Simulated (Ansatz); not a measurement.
# CH₅FN₂OW: one species, many methods

The task here is to estimate one member of a computed series from the others.

The runs use Ansatz 0.2.0, Gaussian basis; functionals in def2-TZVPP, the program's frozen cores in correlated methods.

Levels to be run: LDA (SPW92), PBE-D4, revPBE-D4, BLYP-D4, r2SCAN-D4, B97M-V, PBE0-D4, B3LYP-D4, r2SCANh-D4, r2SCAN0-D4, HSE06-D4, BHLYP-D4, CAM-B3LYP-D4, LC-ωPBE, ωB97X-V, ωB97M-V, B2PLYP, PBE-QIDH; CCSD(T)/def2-SVP; CCSD(T)/def2-TZVPP; MP2/def2-QZVPP; extrapolation to the limit; RPA on PBE.

## Structure used throughout

All runs share one geometry, relaxed beforehand with PBE0-D4 in a triple-zeta def2 set. W takes the def2 core potential; no spin-orbit term is included.

SMILES `C[N]=[W]([NH2])(=[O])[F]`, 11 atoms, charge 0, spin multiplicity 1.

Atoms are counted from 1 here; the program's logs count them from 0.

Bond lengths: C1–N2 1.419 Å, C1–H7 1.095 Å, C1–H8 1.095 Å, C1–H9 1.095 Å, N2–W3 1.746 Å, W3–N4 1.941 Å, W3–O5 1.710 Å, W3–F6 1.880 Å, N4–H10 1.007 Å, N4–H11 1.010 Å. Angles: N2–C1–H7 110.3°, N2–C1–H8 109.9°, N2–C1–H9 111.8°, H7–C1–H8 107.6°, H7–C1–H9 108.7°, H8–C1–H9 108.4°, C1–N2–W3 155.8°, N2–W3–N4 105.0°, N2–W3–O5 110.6°, N2–W3–F6 109.2°, N4–W3–O5 109.1°, N4–W3–F6 112.4°, O5–W3–F6 110.4°, W3–N4–H10 124.9°, W3–N4–H11 121.9°, H10–N4–H11 111.3°.

Set-up of the first run:

Contents of in.yaml:

```yaml
crystal:
  periodic: [false, false, false]
  atoms:
    - {symbol: C, position_ang: [0.735553, -1.328683, -1.399578]}
    - {symbol: N, position_ang: [0.557077, -0.318960, -0.418475]}
    - {symbol: W, position_ang: [-0.145538, 1.121443, 0.273632]}
    - {symbol: N, position_ang: [-0.897587, 0.549047, 1.969227]}
    - {symbol: O, position_ang: [-1.400552, 1.717807, -0.722763]}
    - {symbol: F, position_ang: [1.194842, 2.422400, 0.486093]}
    - {symbol: H, position_ang: [1.754925, -1.296633, -1.797439]}
    - {symbol: H, position_ang: [0.586791, -2.316144, -0.949935]}
    - {symbol: H, position_ang: [0.030710, -1.218473, -2.230749]}
    - {symbol: H, position_ang: [-0.718697, -0.339518, 2.409015]}
    - {symbol: H, position_ang: [-1.697514, 1.007705, 2.380972]}
basis:
  gaussian: {orbitals: def2-TZVPP}
hamiltonian: {xc: lda}
output: {orbitals: {seedname: orbitals}}
```

The run is started by

```
$ ansatz run in.yaml --threads 4 --pin off --events-out ev --progress --plain --max-ram 11315MiB
```

Steps of the session up to this table: LDA; PBE-D4 (GGA); revPBE-D4 (GGA); BLYP-D4 (GGA); r2SCAN-D4 (meta-GGA); B97M-V (meta-GGA); PBE0-D4 (hybrid); B3LYP-D4 (hybrid); r2SCANh-D4 (hybrid); r2SCAN0-D4 (hybrid); HSE06-D4 (hybrid); BHLYP-D4 (hybrid); CAM-B3LYP-D4 (range-separated); LC-ωPBE (range-separated); ωB97X-V (range-separated); ωB97M-V (range-separated); B2PLYP (double hybrid); PBE-QIDH (double hybrid).

One table of the session follows, with a row left open; its other results are not shown here.

It belongs to the step «Orbital energies across the functionals». 

| functional | HOMO (eV) | gap (eV) |
| --- | --- | --- |
| LDA (SPW92) | -6.36 | 4.37 |
| PBE-D4 | -6.18 | 4.41 |
| revPBE-D4 | ? | ? |
| BLYP-D4 | -6.07 | 4.39 |
| r2SCAN-D4 | -6.45 | 4.80 |
| B97M-V | -6.53 | 4.91 |
| PBE0-D4 | -7.55 | 6.57 |
| B3LYP-D4 | -7.33 | 6.11 |
| r2SCANh-D4 | -6.97 | 5.61 |
| r2SCAN0-D4 | -7.74 | 6.83 |
| HSE06-D4 | -7.15 | 5.79 |
| BHLYP-D4 | -8.84 | 8.76 |
| CAM-B3LYP-D4 | -8.92 | 8.99 |
| LC-ωPBE | -10.21 | 11.46 |
| ωB97X-V | -9.88 | 11.04 |
| ωB97M-V | -9.81 | 10.86 |

**Question.** Estimate the row for revPBE-D4.

The run gave: HOMO (eV): -6.10; gap (eV): 4.43. In the column «HOMO (eV)» it lies between PBE-D4 (-6.18) and BLYP-D4 (-6.07).
